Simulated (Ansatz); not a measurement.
Working through a rigid torsion scan of C₂H₈BN, SMILES CBCN

With the Ansatz DFT code, driven from Python.

Run as a notebook:

In [1]:
```python
import ansatz as az
from ase import Atoms

BASIS_SET = 'def2-SVP'
FUNCTIONAL = 'pbe0'
FMAX = 0.02
METHOD = 'MP2'
```

In [2]:
```python
atoms = Atoms(['C', 'B', 'C', 'N', 'H', 'H', 'H', 'H', 'H', 'H', 'H', 'H'], positions=[
    (-1.1824, 1.2142, -0.4915),
    (-0.5741, 0.249, 0.5333),
    (0.8803, -0.2939, 0.3173),
    (0.9696, -1.7387, 0.217),
    (-0.5225, 1.4843, -1.3445),
    (-1.5023, 2.2147, 0.0188),
    (-2.1198, 0.8013, -0.9241),
    (-1.1559, -0.0835, 1.467),
    (1.3756, 0.1681, -0.5361),
    (1.5191, 0.0038, 1.2382),
    (1.8778, -2.0786, 0.2331),
    (0.5117, -1.9957, -0.6945),
])
```

In [3]:
```python
# relax first, so that the scan starts from a minimum
first = (
    az.Crystal.molecule_from_ase(atoms).calculation()
    .basis(gaussian=BASIS_SET)
    .accuracy('medium')
    .scf(lower_state_search='light')
    .functional(FUNCTIONAL)
    .relax(force_tolerance=FMAX, max_steps=80)
)
atoms.positions = first.run(threads=1, pin='off').report['positions_ang']
```

In [4]:
```python
start = atoms.get_dihedral(3, 2, 1, 0)
energies = {}
for turn in range(0, 360, 30):
    turned = atoms.copy()
    turned.set_dihedral(3, 2, 1, 0, start + turn, indices=[0, 1, 4, 5, 6, 7])
    base = (
        az.Crystal.molecule_from_ase(turned).calculation()
        .basis(gaussian=BASIS_SET)
        .correlation(METHOD)
        .accuracy('medium')
        .scf(lower_state_search='light')
    )
    energies[round((start + turn) % 360)] = base.run(threads=1, pin='off').report['free_energy_ev']
floor = min(energies.values())
print('dihedral N3-C2-B1-C0 (deg)   E - E(min) (kcal/mol)')
for angle, e in sorted(energies.items()):
    print(f'{angle:8d} {23.060548 * (e - floor):14.3f}  ' + '#' * int(30 * (e - floor) / max(max(energies.values()) - floor, 1e-9)))
```
```text
dihedral N3-C2-B1-C0 (deg)   E - E(min) (kcal/mol)
      14          1.338  #####
      44          5.268  ###################
      74          7.912  ##############################
     104          5.821  ######################
     134          1.708  ######
     164          0.000
     194          1.781  ######
     224          5.548  #####################
     254          7.766  #############################
     284          6.125  #######################
     314          2.859  ##########
     344          0.830  ###
```

The settings weren't tested for convergence. The scan is rigid and the energies are electronic, in a modest basis. With rigid groups the curve can differ much from the relaxed path, the start wasn't checked as a minimum of this torsion, and equivalent turns needn't return to the same energy. The start is relaxed with a density functional and scanned with the wavefunction method, so it isn't exactly that method's minimum. Wall time of the script: 85 s on 1 thread of Arm Neoverse V2, with other jobs on the host, peak memory 0.26 GiB.

(Lines on the test bed's own set-up are left out of the output.)
